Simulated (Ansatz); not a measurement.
# C3Si: geometry and frequencies at several levels

An exercise on one series of results from a longer session: the logs are not shown, and one member is left open.

Computed with Ansatz 0.2.0 (the levels named in each step, unless a step's input says otherwise).

### The starting structure

Bond lengths: C1–C2 1.406 Å, C2–Si3 1.908 Å, C1–C4 1.406 Å, C2–C4 1.541 Å, Si3–C4 1.908 Å. Angles: C1–C2–Si3 122.9°, C1–C2–C4 56.8°, Si3–C2–C4 66.2°, C2–C1–C4 66.5°, C2–Si3–C4 47.6°, C1–C4–C2 56.8°, C1–C4–Si3 123.0°, C2–C4–Si3 66.2°.

Structure file:

```xyz
4

C    -1.6079   -0.3734   -0.4836
C    -0.3011   -0.8497   -0.2775
Si    1.1225    0.2610    0.3377
C    -0.7161    0.6131   -0.0285
```

The first run:

input.yaml

```yaml
crystal:
  periodic: [false, false, false]
  atoms:
    - { symbol: C, position_ang: [-1.60788, -0.37344, -0.48363] }
    - { symbol: C, position_ang: [-0.30109, -0.84965, -0.27747] }
    - { symbol: Si, position_ang: [1.12255, 0.26103, 0.33773] }
    - { symbol: C, position_ang: [-0.7161, 0.61314, -0.02855] }
basis:
  gaussian: { orbitals: def2-SVP }
hamiltonian:
  xc: pbe
  dispersion: d4
relax:
  f_tol: 0.03
  max_steps: 200
```

Started as:

```bash
$ ansatz run input.yaml --threads 2 --pin off --max-ram 5120MiB --backend cpu --events-out ev --progress --plain --runs-dir out
```

Among the steps run: A rough first relaxation, PBE-D4/def2-SVP; Relaxation, PBE0-D4/def2-TZVPP; Frequencies, PBE0-D4/def2-TZVPP; Relaxation, PBE-D4/def2-TZVPP; Frequencies, PBE-D4/def2-TZVPP; Relaxation, r2SCAN-D4/def2-TZVPP; Frequencies, r2SCAN-D4/def2-TZVPP; Relaxation, B3LYP-D4/def2-TZVPP; Frequencies, B3LYP-D4/def2-TZVPP; Relaxation, B2PLYP/def2-TZVPP.

One table of the session follows, with a row left open; its other results are not shown here.

It belongs to the step «Geometries side by side». 

```
               level  C1–C2 (Å)  C1–C4 (Å)  C2–Si3 (Å)  dipole (D)  highest frequency (cm⁻¹)
  PBE0-D4/def2-TZVPP     1.4290     1.4290      1.8325        4.07                      1434
   PBE-D4/def2-TZVPP     1.4425     1.4425      1.8533        3.98                      1363
r2SCAN-D4/def2-TZVPP     1.4348     1.4348      1.8392        3.94                      1400
 B3LYP-D4/def2-TZVPP          ?          ?           ?           ?                         ?
   B2PLYP/def2-TZVPP     1.4336     1.4336      1.8399        4.17                         -
```

**Question.** Estimate the row for B3LYP-D4/def2-TZVPP.

**Answer.** C1–C2 (Å): 1.4301; C1–C4 (Å): 1.4301; C2–Si3 (Å): 1.8379; dipole (D): 4.19; highest frequency (cm⁻¹): 1410. In the column «C1–C2 (Å)» it lies between PBE0-D4/def2-TZVPP (1.4290) and B2PLYP/def2-TZVPP (1.4336).
